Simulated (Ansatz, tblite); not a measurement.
**Terrylene (C₃₀H₁₆): removing and adding an electron**

What does removing or adding an electron cost or gain for terrylene (C₃₀H₁₆)? Each charged state is run at several levels.

Method: as each input shows; program: Ansatz 0.2.0, Gaussian basis.

The runs, in order: charge +1 doublet, at the geometry of the singlet (PBE0-D4/def2-TZVP, PBE-D4/def2-TZVP, B3LYP-D4/def2-TZVP); charge -1 doublet, at the geometry of the singlet (PBE0-D4/def2-TZVP, PBE-D4/def2-TZVP, B3LYP-D4/def2-TZVP); the starting singlet's energies come from earlier runs.

### Step 1. The structure

The geometry is that of the singlet, from an earlier relaxation (r2SCAN-D4/def2-SVP).

SMILES `c1cc2cccc3c4ccc5c6cccc7cccc(c8ccc(c(c1)c23)c4c85)c76`, 46 atoms, charge 0, spin multiplicity 1.

Atoms are counted from 1 here; the program's logs count them from 0.

Bond lengths: C1–C2 1.381 Å, C1–C26 1.405 Å, C1–H31 1.094 Å, C2–C3 1.418 Å, C2–H32 1.094 Å, C3–C4 1.418 Å, C3–C27 1.438 Å, C4–C5 1.382 Å, C4–H33 1.094 Å, C5–C6 1.405 Å, C5–H34 1.094 Å, C6–C7 1.400 Å, C6–H35 1.091 Å, C7–C8 1.466 Å, C7–C27 1.431 Å, C8–C9 1.398 Å, C8–C28 1.432 Å, C9–C10 1.391 Å and more. Angles: C2–C1–C26 120.4°, C2–C1–H31 120.3°, C26–C1–H31 119.3°, C1–C2–C3 120.3°, C1–C2–H32 120.9°, C3–C2–H32 118.8°, C2–C3–C4 121.0°, C2–C3–C27 119.5°, C4–C3–C27 119.5°, C3–C4–C5 120.3°, C3–C4–H33 118.8°, C5–C4–H33 120.9°, C4–C5–C6 120.4°, C4–C5–H34 120.3°, C6–C5–H34 119.3°, C5–C6–C7 121.8°, C5–C6–H35 118.1°, C7–C6–H35 120.1° and more.

### Step 2. Charge +1 doublet at the fixed geometry, PBE0-D4/def2-TZVP

Input file in.yaml:

```yaml
crystal:
  periodic: [false, false, false]
  atoms:
    - {symbol: C, position_ang: [5.203190, -2.070344, -0.144152]}
    - {symbol: C, position_ang: [5.813496, -0.831131, -0.164480]}
    - {symbol: C, position_ang: [5.031152, 0.351526, -0.144536]}
    - {symbol: C, position_ang: [5.641404, 1.631472, -0.164980]}
    - {symbol: C, position_ang: [4.864685, 2.773780, -0.145049]}
    - {symbol: C, position_ang: [3.463746, 2.680336, -0.104377]}
    - {symbol: C, position_ang: [2.807165, 1.444603, -0.082742]}
    - {symbol: C, position_ang: [1.345616, 1.337555, -0.040458]}
    - {symbol: C, position_ang: [0.524696, 2.468858, -0.018455]}
    - {symbol: C, position_ang: [-0.862855, 2.371907, 0.020973]}
    - {symbol: C, position_ang: [-1.518534, 1.137447, 0.041023]}
    - {symbol: C, position_ang: [-2.980799, 1.040209, 0.082112]}
    - {symbol: C, position_ang: [-3.802876, 2.172643, 0.101516]}
    - {symbol: C, position_ang: [-5.203208, 2.070392, 0.141759]}
    - {symbol: C, position_ang: [-5.813511, 0.831181, 0.163412]}
    - {symbol: C, position_ang: [-5.031178, -0.351498, 0.144521]}
    - {symbol: C, position_ang: [-5.641424, -1.631464, 0.165532]}
    - {symbol: C, position_ang: [-4.864688, -2.773768, 0.145939]}
    - {symbol: C, position_ang: [-3.463752, -2.680334, 0.105294]}
    - {symbol: C, position_ang: [-2.807162, -1.444609, 0.083442]}
    - {symbol: C, position_ang: [-1.345610, -1.337589, 0.041182]}
    - {symbol: C, position_ang: [-0.524661, -2.468883, 0.020034]}
    - {symbol: C, position_ang: [0.862890, -2.371942, -0.019688]}
    - {symbol: C, position_ang: [1.518559, -1.137487, -0.040746]}
    - {symbol: C, position_ang: [2.980791, -1.040240, -0.082679]}
    - {symbol: C, position_ang: [3.802865, -2.172647, -0.103699]}
    - {symbol: C, position_ang: [3.597174, 0.251318, -0.103012]}
    - {symbol: C, position_ang: [0.719133, 0.050219, -0.020353]}
    - {symbol: C, position_ang: [-0.719111, -0.050258, 0.020684]}
    - {symbol: C, position_ang: [-3.597197, -0.251326, 0.103152]}
    - {symbol: H, position_ang: [5.806890, -2.982288, -0.159394]}
    - {symbol: H, position_ang: [6.903464, -0.741774, -0.196139]}
    - {symbol: H, position_ang: [6.733202, 1.694596, -0.196729]}
    - {symbol: H, position_ang: [5.335689, 3.760821, -0.160678]}
    - {symbol: H, position_ang: [2.887394, 3.606583, -0.089865]}
    - {symbol: H, position_ang: [0.965718, 3.466531, -0.032107]}
    - {symbol: H, position_ang: [-1.438285, 3.298553, 0.036199]}
    - {symbol: H, position_ang: [-3.360971, 3.170031, 0.085077]}
    - {symbol: H, position_ang: [-5.806896, 2.982369, 0.156070]}
    - {symbol: H, position_ang: [-6.903479, 0.741864, 0.195139]}
    - {symbol: H, position_ang: [-6.733222, -1.694572, 0.197230]}
    - {symbol: H, position_ang: [-5.335688, -3.760803, 0.161986]}
    - {symbol: H, position_ang: [-2.887426, -3.606604, 0.090594]}
    - {symbol: H, position_ang: [-0.965663, -3.466553, 0.034578]}
    - {symbol: H, position_ang: [1.438306, -3.298617, -0.034249]}
    - {symbol: H, position_ang: [3.360953, -3.170062, -0.088869]}
basis:
  gaussian: {orbitals: def2-TZVP, fitting: {mean_field: def2-universal-jkfit}}
total_charge: 1
magnetization: {spin_polarized: true, initial_magnetization: 1}
hamiltonian: {xc: pbe0, dispersion: d4}
scf: {omitted_lower_state_checks: [starts]}
output: {orbitals: {seedname: orbitals}}
```

Launch:

```sh
$ ansatz run in.yaml --threads 2 --pin off --events-out ev --progress --plain --max-ram 22528MiB --backend cuda --devices 0, --max-vram 18GiB
```

Standard output:

```text
Functional definition: PBE0
  name "PBE0"
  cite "Adamo & Barone, J. Chem. Phys. 110, 6158 (1999) doi:10.1063/1.478522"
  cite "Perdew, Burke & Ernzerhof, Phys. Rev. Lett. 77, 3865 (1996) doi:10.1103/PhysRevLett.77.3865"
  parent pbe
  parameter a = 0.25
  parameter kappa = 0.804
  parameter beta = 0.06672455060314922
  exchange = (1 - a)*pbe_x(kappa = kappa, mu = beta*pi^2/3) + a*exact_x
  correlation = pbe_c(beta = beta)
these checks for a lower state are left out or cut short: starts
2538 factors; integrals over basis functions are off by at most 2.8e-1 eV
mean field evaluation 1: about -31310.6610 eV, gradient 7.6e1 eV
mean field evaluation 2: about -31311.3969 eV, gradient 7.4e1 eV
mean field evaluation 4: about -31339.5449 eV, gradient 9.5e0 eV
mean field evaluation 8: about -31339.9928 eV, gradient 4.8e-1 eV
mean field evaluation 16: about -31339.9970 eV, gradient 2.6e-3 eV
mean field -31339.99701881 eV, -1151.7236474283 hartree, gradient 5.6e-5 eV, S^2 0.794734; 0 other end points of the search recorded, 0 dependent functions left out
reference -31339.99708202 eV, -1151.7236497514 hartree; 98, 97 occupied and 928, 929 virtual orbitals, 2538 factors
Total energy: -31341.92951013 eV, -1151.7946651743 hartree
Checks for a lower state left out: starts
```

Run time: 22 s. Hardware: 1 × H100 (card shared with other runs) with 2 threads of AMD EPYC 7R13, shared host; peak host memory 1.6 GiB.

HOMO -8.51 eV, LUMO -7.15 eV (over both spins); ⟨S²⟩ 0.795 (pure: 0.75).

### Step 3. Charge +1 doublet at the fixed geometry, PBE-D4/def2-TZVP

start.molden holds the orbitals of an earlier run on this state, given as this run's starting guess.

in.yaml: that of step 2 with these lines changed.

```diff
@@ -50,6 +50,6 @@
 basis:
-  gaussian: {orbitals: def2-TZVP, fitting: {mean_field: def2-universal-jkfit}}
+  gaussian: {orbitals: def2-TZVP, fitting: {mean_field: def2-universal-jkfit}, initial_orbitals: start.molden}
 total_charge: 1
 magnetization: {spin_polarized: true, initial_magnetization: 1}
-hamiltonian: {xc: pbe0, dispersion: d4}
+hamiltonian: {xc: pbe, dispersion: d4}
 scf: {omitted_lower_state_checks: [starts]}
```

Same command.

Standard output:

```text
Functional definition: PBE
  name "PBE"
  cite "Perdew, Burke & Ernzerhof, Phys. Rev. Lett. 77, 3865 (1996) doi:10.1103/PhysRevLett.77.3865"
  parent pbe
  parameter kappa = 0.804
  parameter beta = 0.06672455060314922
  exchange = pbe_x(kappa = kappa, mu = beta*pi^2/3)
  correlation = pbe_c(beta = beta)
these checks for a lower state are left out or cut short: starts
2538 factors; integrals over basis functions are off by at most 2.8e-1 eV
mean field evaluation 1: about -31337.0161 eV, gradient 1.5e1 eV
mean field evaluation 2: about -31337.5176 eV, gradient 5.6e-1 eV
mean field evaluation 4: about -31337.5021 eV, gradient 2.4e-2 eV
mean field evaluation 8: about -31337.5021 eV, gradient 2.2e-5 eV
mean field -31337.50213723 eV, -1151.6319622215 hartree, gradient 2.2e-5 eV, S^2 0.755635; 0 other end points of the search recorded, 0 dependent functions left out
reference -31337.50222218 eV, -1151.6319653433 hartree; 98, 97 occupied and 928, 929 virtual orbitals, 2538 factors
Total energy: -31339.73452883 eV, -1151.7140010994 hartree
Checks for a lower state left out: starts
```

Run time: 12 s. Hardware: 1 × H100 (card shared with other runs) with 2 threads of AMD EPYC 7R13, shared host.

Report: HOMO -7.83 eV, LUMO -7.60 eV (over both spins); ⟨S²⟩ 0.756 (pure: 0.75).

### Step 4. Charge +1 doublet at the fixed geometry, B3LYP-D4/def2-TZVP

in.yaml: that of step 3 with these lines changed.

```diff
@@ -53,3 +53,3 @@
 magnetization: {spin_polarized: true, initial_magnetization: 1}
-hamiltonian: {xc: pbe, dispersion: d4}
+hamiltonian: {xc: {name: B3LYP}, dispersion: d4}
 scf: {omitted_lower_state_checks: [starts]}
```

Launched as before.

Standard output, cut to the lines that bear on the results:

```text
Functional definition: B3LYP
  name "B3LYP"
  cite "Stephens, Devlin, Chabalowski & Frisch, J. Phys. Chem. 98, 11623 (1994) doi:10.1021/j100096a001"
  cite "Becke, Phys. Rev. A 38, 3098 (1988) doi:10.1103/PhysRevA.38.3098"
  cite "Lee, Yang & Parr, Phys. Rev. B 37, 785 (1988) doi:10.1103/PhysRevB.37.785"
  cite "Vosko, Wilk & Nusair, Can. J. Phys. 58, 1200 (1980) doi:10.1139/p80-159"
[...]
2538 factors; integrals over basis functions are off by at most 2.8e-1 eV
[...]
mean field -31377.15297881 eV, -1153.0891037730 hartree, gradient 2.8e-5 eV, S^2 0.777066; 0 other end points of the search recorded, 0 dependent functions left out
reference -31377.15353324 eV, -1153.0891241481 hartree; 98, 97 occupied and 928, 929 virtual orbitals, 2538 factors
Total energy: -31380.66123518 eV, -1153.2180298168 hartree
Checks for a lower state left out: starts
```

Wall time 14 s (1 × H100 (card shared with other runs) with 2 threads of AMD EPYC 7R13, shared host).

From the report: HOMO -8.29 eV, LUMO -7.22 eV (over both spins); ⟨S²⟩ 0.777 (pure: 0.75).

### Step 5. Vertical ionisation energy

Charged state less starting state, singlet to doublet; the starting state's energies are those of its earlier runs.

```
             level  vertical ionisation energy (eV)  time
  PBE-D4/def2-TZVP                            +6.07  19 s
B3LYP-D4/def2-TZVP                            +6.12  22 s
 PBE0-D4/def2-TZVP                            +6.13  36 s
```

Times add the two runs; a level without a time comes out of a correlated run.

Beside −ε(HOMO) of the starting state:

```
             level  −ε(HOMO) (eV)  by difference (eV)  mismatch (eV)
  PBE-D4/def2-TZVP           4.43                6.07          -1.64
B3LYP-D4/def2-TZVP           4.85                6.12          -1.27
 PBE0-D4/def2-TZVP           5.01                6.13          -1.12
```

### Step 6. Charge -1 doublet at the fixed geometry, PBE0-D4/def2-TZVP

in.yaml: that of step 4 with these lines changed.

```diff
@@ -50,6 +50,6 @@
 basis:
-  gaussian: {orbitals: def2-TZVP, fitting: {mean_field: def2-universal-jkfit}, initial_orbitals: start.molden}
-total_charge: 1
+  gaussian: {orbitals: def2-TZVP, fitting: {mean_field: def2-universal-jkfit}}
+total_charge: -1
 magnetization: {spin_polarized: true, initial_magnetization: 1}
-hamiltonian: {xc: {name: B3LYP}, dispersion: d4}
+hamiltonian: {xc: pbe0, dispersion: d4}
 scf: {omitted_lower_state_checks: [starts]}
```

The command is unchanged.

Standard output, cut to the lines that bear on the results:

```text
Functional definition: PBE0
  name "PBE0"
  cite "Adamo & Barone, J. Chem. Phys. 110, 6158 (1999) doi:10.1063/1.478522"
  cite "Perdew, Burke & Ernzerhof, Phys. Rev. Lett. 77, 3865 (1996) doi:10.1103/PhysRevLett.77.3865"
  parent pbe
[...]
2538 factors; integrals over basis functions are off by at most 2.8e-1 eV
[...]
mean field -31347.65245958 eV, -1152.0049796877 hartree, gradient 5.1e-5 eV, S^2 0.786240; 0 other end points of the search recorded, 0 dependent functions left out
reference -31347.65252598 eV, -1152.0049821276 hartree; 99, 98 occupied and 927, 928 virtual orbitals, 2538 factors
Total energy: -31349.68625520 eV, -1152.0797202981 hartree
Checks for a lower state left out: starts
```

Run time: 12 s. Hardware: 1 × H100 (card shared with other runs) with 2 threads of AMD EPYC 7R13, shared host; peak host memory 1.6 GiB.

From the report: HOMO -0.52 eV, LUMO 0.76 eV (over both spins); ⟨S²⟩ 0.786 (pure: 0.75).

### Step 7. Charge -1 doublet at the fixed geometry, PBE-D4/def2-TZVP

in.yaml: that of step 6 with these lines changed.

```diff
@@ -50,6 +50,6 @@
 basis:
-  gaussian: {orbitals: def2-TZVP, fitting: {mean_field: def2-universal-jkfit}}
+  gaussian: {orbitals: def2-TZVP, fitting: {mean_field: def2-universal-jkfit}, initial_orbitals: start.molden}
 total_charge: -1
 magnetization: {spin_polarized: true, initial_magnetization: 1}
-hamiltonian: {xc: pbe0, dispersion: d4}
+hamiltonian: {xc: pbe, dispersion: d4}
 scf: {omitted_lower_state_checks: [starts]}
```

The command is unchanged.

Standard output:

```text
Functional definition: PBE
  name "PBE"
  cite "Perdew, Burke & Ernzerhof, Phys. Rev. Lett. 77, 3865 (1996) doi:10.1103/PhysRevLett.77.3865"
  parent pbe
  parameter kappa = 0.804
  parameter beta = 0.06672455060314922
  exchange = pbe_x(kappa = kappa, mu = beta*pi^2/3)
  correlation = pbe_c(beta = beta)
these checks for a lower state are left out or cut short: starts
2538 factors; integrals over basis functions are off by at most 2.8e-1 eV
mean field evaluation 1: about -31344.6446 eV, gradient 1.5e1 eV
mean field evaluation 2: about -31345.1459 eV, gradient 5.4e-1 eV
mean field evaluation 4: about -31345.1290 eV, gradient 1.2e-2 eV
mean field -31345.12898657 eV, -1151.9122437651 hartree, gradient 4.8e-5 eV, S^2 0.754329; 0 other end points of the search recorded, 0 dependent functions left out
reference -31345.12907734 eV, -1151.9122471007 hartree; 99, 98 occupied and 927, 928 virtual orbitals, 2538 factors
Total energy: -31347.47828516 eV, -1151.9985788956 hartree
Checks for a lower state left out: starts
```

Run time: 10 s. Hardware: 1 × H100 (card shared with other runs) with 2 threads of AMD EPYC 7R13, shared host.

HOMO -0.06 eV, LUMO 0.15 eV (over both spins); ⟨S²⟩ 0.754 (pure: 0.75).

### Step 8. Charge -1 doublet at the fixed geometry, B3LYP-D4/def2-TZVP

in.yaml: that of step 7 with these lines changed.

```diff
@@ -53,3 +53,3 @@
 magnetization: {spin_polarized: true, initial_magnetization: 1}
-hamiltonian: {xc: pbe, dispersion: d4}
+hamiltonian: {xc: {name: B3LYP}, dispersion: d4}
 scf: {omitted_lower_state_checks: [starts]}
```

Same command.

Standard output, cut to the lines that bear on the results:

```text
Functional definition: B3LYP
  name "B3LYP"
  cite "Stephens, Devlin, Chabalowski & Frisch, J. Phys. Chem. 98, 11623 (1994) doi:10.1021/j100096a001"
  cite "Becke, Phys. Rev. A 38, 3098 (1988) doi:10.1103/PhysRevA.38.3098"
  cite "Lee, Yang & Parr, Phys. Rev. B 37, 785 (1988) doi:10.1103/PhysRevB.37.785"
  cite "Vosko, Wilk & Nusair, Can. J. Phys. 58, 1200 (1980) doi:10.1139/p80-159"
[...]
2538 factors; integrals over basis functions are off by at most 2.8e-1 eV
[...]
mean field -31384.72628495 eV, -1153.3674176405 hartree, gradient 2.2e-5 eV, S^2 0.772285; 0 other end points of the search recorded, 0 dependent functions left out
reference -31384.72685690 eV, -1153.3674386593 hartree; 99, 98 occupied and 927, 928 virtual orbitals, 2538 factors
Total energy: -31388.41543228 eV, -1153.5029913041 hartree
Checks for a lower state left out: starts
```

Run time: 14 s. Hardware: 1 × H100 (card shared with other runs) with 2 threads of AMD EPYC 7R13, shared host.

From the report: HOMO -0.37 eV, LUMO 0.64 eV (over both spins); ⟨S²⟩ 0.772 (pure: 0.75).

### Step 9. Vertical electron affinity

Starting state less charged state (positive: the electron is bound), singlet to doublet; the starting state's energies are those of its earlier runs.

```
             level  vertical electron affinity (eV)  time
  PBE-D4/def2-TZVP                            +1.67  18 s
B3LYP-D4/def2-TZVP                            +1.63  23 s
 PBE0-D4/def2-TZVP                            +1.63  26 s
```

Times add the two runs; a level without a time comes out of a correlated run.

Beside −ε(LUMO) of the starting state:

```
             level  −ε(LUMO) (eV)  by difference (eV)  mismatch (eV)
  PBE-D4/def2-TZVP           3.17                1.67          +1.50
B3LYP-D4/def2-TZVP           2.71                1.63          +1.07
 PBE0-D4/def2-TZVP           2.63                1.63          +1.00
```

### Step 10. Outcome

```
                                            quantity                               value
vertical ionisation energy, functionals in def2-TZVP  6.07 (PBE-D4) to 6.13 eV (PBE0-D4)
vertical electron affinity, functionals in def2-TZVP  1.63 (PBE0-D4) to 1.67 eV (PBE-D4)
```

In words: The vertical ionisation energy spans 6.07 to 6.13 eV over the functionals. −ε(HOMO) misses the level's own difference by -1.12 eV at best (PBE0-D4) and -1.64 eV at worst (PBE-D4). The vertical electron affinity spans 1.63 to 1.67 eV over the functionals. −ε(LUMO) misses the level's own difference by +1.00 eV at best (PBE0-D4) and +1.50 eV at worst (PBE-D4).
